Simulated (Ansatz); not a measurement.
From input file to script: C4H7Br, SMILES C=C(Br)CC in Ansatz 0.2.0.

```yaml
crystal:
  periodic: [false, false, false]
  atoms:
    - { symbol: C, position_ang: [0.3014, 1.7081, 0.8158] }
    - { symbol: C, position_ang: [0.5578, 0.4544, 0.6562] }
    - { symbol: Br, position_ang: [2.263, -0.1637, 0.9748] }
    - { symbol: C, position_ang: [-0.371, -0.5833, 0.2687] }
    - { symbol: C, position_ang: [-0.3149, -1.0327, -1.2004] }
    - { symbol: H, position_ang: [-0.7543, 2.1326, 0.6279] }
    - { symbol: H, position_ang: [1.0251, 2.487, 1.104] }
    - { symbol: H, position_ang: [-0.3109, -1.4509, 0.9214] }
    - { symbol: H, position_ang: [-1.4579, -0.1954, 0.4732] }
    - { symbol: H, position_ang: [0.6548, -1.4923, -1.3577] }
    - { symbol: H, position_ang: [-1.1057, -1.7548, -1.4066] }
    - { symbol: H, position_ang: [-0.4103, -0.1642, -1.8431] }
basis:
  gaussian:
    orbitals: def2-SVP
    point_charges: [{ charge: 0.5, position_ang: [0.0, 0.0, 6.1] }]
hamiltonian:
  xc: { name: wB97M-V }
```

The program run on that file:
```console
$ ansatz run input.yaml --threads 1 --pin off --max-ram 4096MiB --backend cpu --events-out ev --progress --plain --runs-dir out
Engine: ansatz 0.2.0, aarch64-unknown-linux-gnu
Functional definition: wB97M-V
  parameter omega = 0.3/bohr
  parameter cx = 0.15
  parameter cx01 = 1.007
  parameter cx10 = 0.259
  parameter css00 = 0.443
  parameter css04 = -1.437
  parameter css10 = -4.535
  parameter css20 = -3.390
  parameter css43 = 4.278
  parameter cos00 = 1.000
  parameter cos10 = 1.358
  parameter cos20 = 2.924
  parameter cos21 = -8.812
  parameter cos60 = -1.390
  parameter cos61 = 9.142
  parameter b = 6.0
  parameter c = 0.01
  gx(w, u) = 1 - cx + cx01*u + cx10*w
  gss(w, u) = css00 + css04*u^4 + css10*w + css20*w^2 + css43*w^4*u^3
  gos(w, u) = cos00 + cos10*w + (cos20 + cos21*u)*w^2 + (cos60 + cos61*u)*w^6
  exchange = spin_sum(e_x_unif_sr(omega)*gx(b97_w, b97_u_x)) + cx*exact_x_sr(omega) + exact_x_lr(omega)
  correlation = spin_sum(e_c_pw_mod_same_spin*gss(b97_w, b97_u_same))
      + integral(e_c_pw_mod_opposite_spin*gos(b97_w_opposite, b97_u_opposite)) + vv10(b, c)
1250 factors; integrals over basis functions are off by at most 1.4e-3 eV
309 factors; integrals over basis functions are off by at most 9.2e-6 eV
mean field evaluation 1: about -74286.3295 eV, gradient 3.7e1 eV
mean field evaluation 2: about -74288.1031 eV, gradient 2.6e1 eV
mean field evaluation 4: about -74289.7641 eV, gradient 1.0e0 eV
mean field evaluation 8: about -74289.8791 eV, gradient 9.6e-2 eV
mean field evaluation 16: about -74289.8792 eV, gradient 3.6e-5 eV
mean field -74289.87918498 eV, -2730.1027045593 hartree, gradient 3.6e-5 eV, S^2 0.000000; 0 other end points of the search recorded, 0 dependent functions left out
reference -74289.87922533 eV, -2730.1027060420 hartree; 33, 33 occupied and 90, 90 virtual orbitals, 1250 factors
Total energy: -74289.87922533 eV, -2730.1027060420 hartree
```

Script `deck_c4h7br.py`:
```python
'''Run C4H7Br from an input written out key by key.'''

import ansatz as az


def main() -> None:
    deck = {
        'crystal': {
            'periodic': [False, False, False],
            'atoms': [
                {'symbol': 'C', 'position_ang': [0.3014, 1.7081, 0.8158]},
                {'symbol': 'C', 'position_ang': [0.5578, 0.4544, 0.6562]},
                {'symbol': 'Br', 'position_ang': [2.263, -0.1637, 0.9748]},
                {'symbol': 'C', 'position_ang': [-0.371, -0.5833, 0.2687]},
                {'symbol': 'C', 'position_ang': [-0.3149, -1.0327, -1.2004]},
                {'symbol': 'H', 'position_ang': [-0.7543, 2.1326, 0.6279]},
                {'symbol': 'H', 'position_ang': [1.0251, 2.487, 1.104]},
                {'symbol': 'H', 'position_ang': [-0.3109, -1.4509, 0.9214]},
                {'symbol': 'H', 'position_ang': [-1.4579, -0.1954, 0.4732]},
                {'symbol': 'H', 'position_ang': [0.6548, -1.4923, -1.3577]},
                {'symbol': 'H', 'position_ang': [-1.1057, -1.7548, -1.4066]},
                {'symbol': 'H', 'position_ang': [-0.4103, -0.1642, -1.8431]},
            ],
        },
        'basis': {
            'gaussian': {
                'orbitals': 'def2-SVP',
                'point_charges': [{'charge': 0.5, 'position_ang': [0.0, 0.0, 6.1]}],
            },
        },
        'hamiltonian': {'xc': {'name': 'wB97M-V'}},
    }
    session = az.Session.from_dict(deck)
    data = session.plan(threads=1).execute().report

    print(f'E = {data["free_energy_ev"]:.6f} eV = {data["free_energy_ev"] / 27.211386246:.7f} Ha')
    print('converged:', data['converged'], ' doubts:', data['published_state_doubts'] or 'none')
    symbols = ['C', 'C', 'Br', 'C', 'C', 'H', 'H', 'H', 'H', 'H', 'H', 'H']


if __name__ == '__main__':
    main()
```

```console
$ python deck_c4h7br.py
E = -74289.879225 eV = -2730.1027060 Ha
converged: True  doubts: none
```

The settings weren't tested for convergence. The geometry is a force-field or estimated start, not a minimum of this method, and the basis set is short of its limit. Wall time of the script: 21 s on 1 thread of Arm Neoverse V1 (shared host), peak memory 0.44 GiB.

(Lines on the test bed's own set-up are left out of the output.)
